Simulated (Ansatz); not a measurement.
**Tl (Thallium): from the listed structure to its properties**

An exercise on one series of results from a longer session: the logs are not shown, and one member is left open.

Computed with Ansatz 0.2.0 (DFT PBE+D3(BJ), scalar-relativistic, plane waves, PAW, unless a step's input says otherwise).

## The structure to begin with

Symmetry: P6_3/mmc, No. 194, hexagonal system. Conventional cell: a = 3.456 Å, b = 3.456 Å, c = 5.525 Å, α = 90.00°, β = 90.00°, γ = 120.00°. Tl (site symmetry -6m2) has 12 Tl at 3.41 to 3.46 Å as nearest neighbours.

Coordinates:

```
CELL_PARAMETERS angstrom
3.45600 0.00000 0.00000
-1.72800 2.99298 0.00000
0.00000 0.00000 5.52500
ATOMIC_POSITIONS crystal
Tl 0.33333 0.66667 0.25000
Tl 0.66667 0.33333 0.75000
```

Source of the structure: the Crystallography Open Database.

Set-up of the first run:

(A quick probe on a coarse mesh, which set the mesh and smearing, is not shown.)

The input, input.yaml:

```yaml
crystal:
  lattice:
    - [3.456, 0.0, 0.0]
    - [-1.728, 2.9929837955, 0.0]
    - [0.0, 0.0, 5.525]
  atoms:
    - { symbol: Tl, position: [0.3333333333, 0.6666666667, 0.25] }
    - { symbol: Tl, position: [0.6666666667, 0.3333333333, 0.75] }
basis:
  ecutwfc: 420
kpoints:
  mp_grid: { grid: [15, 15, 8] }
hamiltonian:
  xc: pbe
  dispersion: d3bj
scf:
  occupations: { method: gaussian, width: 0.1 }
output:
  forces: true
  stress: true
  eigenvalues: true
  write_density: true
  write_potential: true
  elf: true
  volumetric_format: npy
relax:
  adjacent_minimum: "off"
  f_tol: 0.005
  max_steps: 80
  cell: { stress_tol: 0.05 }
```

Launch:

```console
> ansatz run input.yaml --threads 1 --pin off --max-ram 2560MiB --backend cpu --events-out ev --progress --plain --runs-dir out
```

Among the steps run: Full relaxation; Static run: bands, density of states and charges; Relaxing with PBEsol; Relaxing with LDA; Relaxing with PBE.

One table of the session follows, with a row left open; its other results are not shown here.

It belongs to the step «Relaxed cells side by side». 

| functional | a (Å) | b (Å) | c (Å) | volume (Å³/atom) |
| --- | --- | --- | --- | --- |
| PBE+D3(BJ) | 3.535 | 3.535 | 5.473 | 29.61 |
| PBEsol | 3.500 | 3.500 | 5.398 | 28.64 |
| LDA | ? | ? | ? | ? |
| PBE | 3.608 | 3.608 | 5.576 | 31.43 |

**Question.** Estimate the row for LDA.

The run gave: a (Å): 3.451; b (Å): 3.451; c (Å): 5.303; volume (Å³/atom): 27.34. In the column «a (Å)» it is the lowest.
